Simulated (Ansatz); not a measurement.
# CH8BNSi: one species, many methods

The task here is to estimate one member of a computed series from the others.

Method: functionals in def2-TZVPP, the program's frozen cores in correlated methods; program: Ansatz 0.2.0, Gaussian basis.

The runs, in order: LDA (SPW92), PBE-D4, revPBE-D4, BLYP-D4, r2SCAN-D4, B97M-V, PBE0-D4, B3LYP-D4, r2SCANh-D4, r2SCAN0-D4, HSE06-D4, BHLYP-D4, CAM-B3LYP-D4, LC-ωPBE, ωB97X-V, ωB97M-V, B2PLYP, PBE-QIDH; CCSD(T)/def2-SVP; CCSD(T)/def2-TZVPP; MP2/def2-QZVPP; extrapolation to the limit; RPA on PBE.

### The relaxed structure

All runs share one geometry, relaxed beforehand with PBE0-D4 in a triple-zeta def2 set.

SMILES `CBN[SiH3]`, 12 atoms, charge 0, spin multiplicity 1.

Atoms are counted from 1 here; the program's logs count them from 0.

Bond lengths: C1–B2 1.567 Å, C1–H5 1.096 Å, C1–H6 1.094 Å, C1–H7 1.095 Å, B2–N3 1.407 Å, B2–H8 1.203 Å, N3–Si4 1.744 Å, N3–H9 1.009 Å, Si4–H10 1.485 Å, Si4–H11 1.486 Å, Si4–H12 1.485 Å. Angles: B2–C1–H5 109.8°, B2–C1–H6 115.7°, B2–C1–H7 109.9°, H5–C1–H6 107.7°, H5–C1–H7 105.4°, H6–C1–H7 107.8°, C1–B2–N3 122.4°, C1–B2–H8 120.0°, N3–B2–H8 117.6°, B2–N3–Si4 127.3°, B2–N3–H9 116.8°, Si4–N3–H9 116.0°, N3–Si4–H10 111.5°, N3–Si4–H11 107.1°, N3–Si4–H12 111.5°, H10–Si4–H11 109.2°, H10–Si4–H12 108.2°, H11–Si4–H12 109.2°.

Set-up of the first run:

The input, in.yaml:

```yaml
crystal:
  periodic: [false, false, false]
  atoms:
    - {symbol: C, position_ang: [-0.569139, 1.551400, -0.230779]}
    - {symbol: B, position_ang: [0.168765, 0.773944, 0.912782]}
    - {symbol: N, position_ang: [0.528678, -0.580943, 0.793326]}
    - {symbol: Si, position_ang: [0.250760, -1.630600, -0.570832]}
    - {symbol: H, position_ang: [-1.521249, 1.944485, 0.142712]}
    - {symbol: H, position_ang: [-0.779329, 0.975867, -1.136862]}
    - {symbol: H, position_ang: [0.015146, 2.431160, -0.521775]}
    - {symbol: H, position_ang: [0.446988, 1.335535, 1.939493]}
    - {symbol: H, position_ang: [0.999991, -0.997266, 1.582642]}
    - {symbol: H, position_ang: [-1.198801, -1.775792, -0.861156]}
    - {symbol: H, position_ang: [0.813794, -2.959949, -0.220300]}
    - {symbol: H, position_ang: [0.921495, -1.122940, -1.795150]}
basis:
  gaussian: {orbitals: def2-TZVPP}
hamiltonian: {xc: lda}
output: {orbitals: {seedname: orbitals}}
```

Run with:

```bash
> ansatz run in.yaml --threads 2 --pin off --events-out ev --progress --plain --max-ram 4352MiB
```

Among the steps run: LDA; PBE-D4 (GGA); revPBE-D4 (GGA); BLYP-D4 (GGA); r2SCAN-D4 (meta-GGA); B97M-V (meta-GGA); B3LYP-D4 (hybrid); r2SCANh-D4 (hybrid); r2SCAN0-D4 (hybrid); HSE06-D4 (hybrid); BHLYP-D4 (hybrid); CAM-B3LYP-D4 (range-separated); LC-ωPBE (range-separated); ωB97X-V (range-separated); ωB97M-V (range-separated); B2PLYP (double hybrid); PBE-QIDH (double hybrid).

One of the session's tables, all rows but one given; the rest of the session is left out.

It belongs to the step «Frontier levels by functional». 

```
  functional  HOMO (eV)  gap (eV)
 LDA (SPW92)      -7.08      6.02
      PBE-D4      -6.97      6.14
   revPBE-D4      -6.92      6.20
     BLYP-D4          ?         ?
   r2SCAN-D4      -7.23      6.78
      B97M-V      -7.34      6.80
     PBE0-D4      -8.25      8.40
    B3LYP-D4      -8.03      7.96
  r2SCANh-D4      -7.71      7.60
  r2SCAN0-D4      -8.44      8.82
    HSE06-D4      -7.85      7.61
    BHLYP-D4      -9.46     10.59
CAM-B3LYP-D4      -9.64     10.86
     LC-ωPBE     -11.03     13.42
     ωB97X-V     -10.66     12.94
     ωB97M-V     -10.56     12.43
```

**Question.** Estimate the row for BLYP-D4.

Worked estimate for «HOMO (eV)». Against the share of exact exchange, B3LYP-D4 (0.2, -8.03), BHLYP-D4 (0.5, -9.46) give a slope of -4.77 per unit share; at 0 the line stands at -7.08.

**Answer.** HOMO (eV): -6.84; gap (eV): 6.16. In «HOMO (eV)» the line misses by -0.24.
